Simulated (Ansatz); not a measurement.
Set up this calculation in Ansatz 0.2.0, as the native input.

- Task: projected density of states
- Functional: r2SCAN
- Potentials or basis: Ansatz PAW
- Cutoff: 500 eV (not typed: the program's choice for these potentials)
- k mesh: 9 × 9 × 9
- Occupations: fermi-dirac, width 0.05 eV
- Spin: collinear spin, ferromagnetic start
- Starting moments: [7.0, 0.0] μB
- Hubbard terms: Gd f U = 1 eV
- Hubbard projectors: ortho-atomic (the default)
- Double counting: fll (the default)

Crystal: GdO.

```
Gd O
1.0
     2.80181    0.00000    0.00000
     0.00000    2.80181    0.00000
     0.00000    0.00000    2.80181
Gd O
1 1
Cartesian
  0.0000 0.0000 0.0000
  1.4009 1.4009 1.4009
```

The cell comes from a database or a generator and needn't be the stable form of this composition.

The input as run:

input.yaml

```yaml
crystal:
  lattice:
    - [2.80181376, 0.0, 0.0]
    - [0.0, 2.80181376, 0.0]
    - [0.0, 0.0, 2.80181376]
  atoms:
    - { symbol: Gd, position: [0.0, 0.0, 0.0], spin: 7.0 }
    - { symbol: O, position: [0.5, 0.5, 0.5] }
hamiltonian:
  xc: r2scan
  pseudopotentials: { kind: paw }
  hubbard: { sites: [{ species: Gd, l: f, u_eff: 1.0 }] }
magnetization:
  spin_polarized: true
kpoints:
  mp_grid: { grid: [9, 9, 9] }
scf:
  occupations: { method: fermi_dirac, width: 0.05 }
  n_extra_bands: 6
output:
  forces: true
  stress: true
  eigenvalues: true
  dos: { projected: true, de: 0.05, nscf_kmesh: { grid: [14, 14, 14] } }
  write_density: true
  write_potential: true
  elf: true
  volumetric_format: npy
```

Potentials or basis: Ansatz PAW.

The run is started by

```bash
$ ansatz run input.yaml --threads 2 --pin off --max-ram 5632MiB --backend cpu --events-out ev --progress --plain --runs-dir out
```

It gave:

```
Pressure                             : 50.7 GPa
Band gap on the k mesh               : none (metal or under the smearing width)
Net moment                           : 7.56 μB per cell
Absolute moment                      : 7.59 μB per cell
Site moments                         : Gd +7.14; O +0.00 μB
Density of states at the Fermi level : 0.45 states/eV per cell
```

Caveat: the magnetic or orbital state may not be the lowest; a pressure of tens of GPa on the cell as given is suspect, and the run, the potentials or the cell itself is likely at fault; spin-orbit coupling is left out, which moves the levels of the heavy elements; a cell with one magnetic atom can't hold antiferromagnetic order, which such compounds often take; the PAW data sets come from PBE, with cores solved anew for the run's functional, which leaves a small shift of forces and pressure.

Run time: 8.5 s on 2 threads of Arm Neoverse V2, on a shared host, peak memory 0.42 GiB.
